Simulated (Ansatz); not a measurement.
**Ga₂S (singlet): from Hartree-Fock to the top rungs at a displaced geometry (v2), cc-pVDZ**

How much of the correlation energy of Ga₂S (singlet) does each wave-function method recover here?

Computed with Ansatz 0.2.0, Gaussian basis. Level: cc-pVDZ, core rule «outside noble gas», up to 33 orbitals frozen.

Plan: UHF; CCSD(T) on RHF; BCCD(T) on RHF; CISD; CCSDT(Q) on RHF.

20 further runs of the same task are left out: 6 for a known fault of the program, 10 that didn't finish, 4 set aside as unsound or not needed.

## Step 1: The system

The geometry is a PBE0/def2-TZVP stationary point (not a proven minimum) with its atoms shifted at random (size 0.100 Å). No spin-orbit coupling is included. The filled d shell of Ga may be among the frozen orbitals whatever the setting's name suggests; the logs give the count.

3 atoms, charge 0, spin multiplicity 1.

Atoms are counted from 1 here; the program's logs count them from 0.

Bond lengths: Ga1–S2 2.258 Å, S2–Ga3 2.274 Å. Angles: Ga1–S2–Ga3 173.8°.

## Step 2: UHF

in.yaml reads:

```yaml
crystal:
  periodic: [false, false, false]
  atoms:
    - {symbol: Ga, position_ang: [0.084376, 0.005225, 2.258998]}
    - {symbol: S, position_ang: [-0.080498, 0.013599, 0.006591]}
    - {symbol: Ga, position_ang: [-0.003878, -0.018825, -2.265589]}
basis:
  gaussian: {orbitals: cc-pVDZ}
magnetization: {spin_polarized: true, initial_magnetization: 0}
hamiltonian: {xc: hf}
output: {orbitals: {seedname: orbitals}}
```

Started as:

```sh
ansatz run in.yaml --threads 1 --pin off --events-out ev --progress --plain --max-ram 2393MiB
```

After this run come: CCSD(T) on RHF; BCCD(T) on RHF; CISD; CCSDT(Q) on RHF.

Q: Predict the results of all the runs planned. Wanted: RCCSDT(Q) below the RHF energy; RMP2 from RCCSDT(Q); RCCSD from RCCSDT(Q); RCCSD(T) from RCCSDT(Q); T1 diagnostic.

As calculated:

```
                         quantity        value
   RCCSDT(Q) below the RHF energy   -7.0112 eV
              RMP2 from RCCSDT(Q)  +1146.0 meV
             RCCSD from RCCSDT(Q)   +310.2 meV
          RCCSD(T) from RCCSDT(Q)    +51.3 meV
levels within 1 kcal/mol (43 meV)       RCCSDT
                    T1 diagnostic        0.019
```

RCCSD(T) misses by +51.3 meV, 0.7 % of the correlation energy. These misses are within one basis, not against nature.
